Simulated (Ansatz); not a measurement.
Task: a geometry optimisation of Cl3HOSn, SMILES [OH][Sn]([Cl])([Cl])[Cl], with the Ansatz DFT code, driven from Python. Give the script and its output. Level of theory: PBE0, def2-SVP basis, multiplicity 1.

```yaml
atoms:
  - { symbol: O, position_ang: [-0.6696, 0.4741, 1.4362] }
  - { symbol: Sn, position_ang: [0.2381, -0.2010, -0.1539] }
  - { symbol: Cl, position_ang: [1.9684, -1.5881, 0.5502] }
  - { symbol: Cl, position_ang: [-1.1792, -1.4312, -1.4846] }
  - { symbol: Cl, position_ang: [1.1179, 1.5796, -1.4341] }
  - { symbol: H, position_ang: [-1.4334, 1.1025, 1.0400] }
```

`run_opt.py`:
```python
# -*- coding: utf-8 -*-
import ansatz as az
import numpy as np

BASIS = 'def2-SVP'
FUNCTIONAL = 'pbe0'

system = (
    az.Crystal.molecule()
    .atom('O', [-0.6696, 0.4741, 1.4362])
    .atom('Sn', [0.2381, -0.201, -0.1539])
    .atom('Cl', [1.9684, -1.5881, 0.5502])
    .atom('Cl', [-1.1792, -1.4312, -1.4846])
    .atom('Cl', [1.1179, 1.5796, -1.4341])
    .atom('H', [-1.4334, 1.1025, 1.04])
)

model = (
    system.calculation()
    .basis(gaussian=BASIS)
    .functional(FUNCTIONAL)
)
symbols = [site.symbol for site in system.cartesian_sites]
start = np.array([site.position_ang for site in system.cartesian_sites], dtype=float)
def progress(event):
    if event['event'] == 'relax_step':
        row = event['data']
        print(f'step {row["step"]:3d}  E = {row["lagrangian_ev"]:.6f} eV  max force {row["allowed_force_max_ev_ang"]:.4f} eV/A')


report = model.relax(force_tolerance=0.02).session().plan().execute(on_event=progress).report
end = np.array(report['positions_ang'])

print('reference energy %16.6f eV' % report['reference_energy_ev'])
print('total energy     %16.6f eV' % report['free_energy_ev'])
print('occupied (up, down):', report['n_occupied'], ' virtual:', report['n_virtual'], ' frozen:', report['n_frozen'])

print('bond        before    after (A)')
for i, j in [(0, 1), (0, 5), (1, 2), (1, 3), (1, 4)]:
    d0, d1 = (np.linalg.norm(xyz[i] - xyz[j]) for xyz in (start, end))
    print(f'{symbols[i]}{i}-{symbols[j]}{j}'.ljust(10), f'{d0:8.4f} {d1:8.4f}')

charges = report['charge_distribution']
print('dipole moment', round(4.803205 * float(np.linalg.norm(charges['dipole_moment_e_ang'])), 3), 'D')
print('Mulliken:', [(s, round(q, 3)) for s, q in zip(symbols, charges['mulliken_charges_e'])])
```

```console
$ python run_opt.py
step   1  E = -45438.542898 eV  max force 2.7810 eV/A
step   2  E = -45438.753741 eV  max force 1.0840 eV/A
step   3  E = -45438.780073 eV  max force 0.4218 eV/A
step   4  E = -45438.783591 eV  max force 0.0762 eV/A
step   5  E = -45438.783899 eV  max force 0.0347 eV/A
step   6  E = -45438.783982 eV  max force 0.0007 eV/A
reference energy    -45438.784009 eV
total energy        -45438.784009 eV
occupied (up, down): [41, 41]  virtual: [58, 58]  frozen: 0
bond        before    after (A)
O0-Sn1       1.9514   1.9576
O0-H5        1.0655   0.9666
Sn1-Cl2      2.3267   2.3115
Sn1-Cl3      2.3006   2.3242
Sn1-Cl4      2.3629   2.3243
dipole moment 1.589 D
Mulliken: [('O', -0.453), ('Sn', 0.946), ('Cl', -0.225), ('Cl', -0.24), ('Cl', -0.24), ('H', 0.212)]
```

Notes:
- Total energies depend on the basis set; only differences at equal settings carry meaning.
- The end point is the stationary point reached from this start; no frequency run checks that it is a minimum, and the basis set is modest.
- def2 sets replace the cores of elements past krypton by effective core potentials.
- Timing: 31 s on 1 thread of Arm Neoverse V2, with other jobs on the host, peak memory 0.32 GiB.

(A comment or docstring line of the script was reworded after the run, the code is as it ran; lines on the test bed's own set-up are left out of the output.)
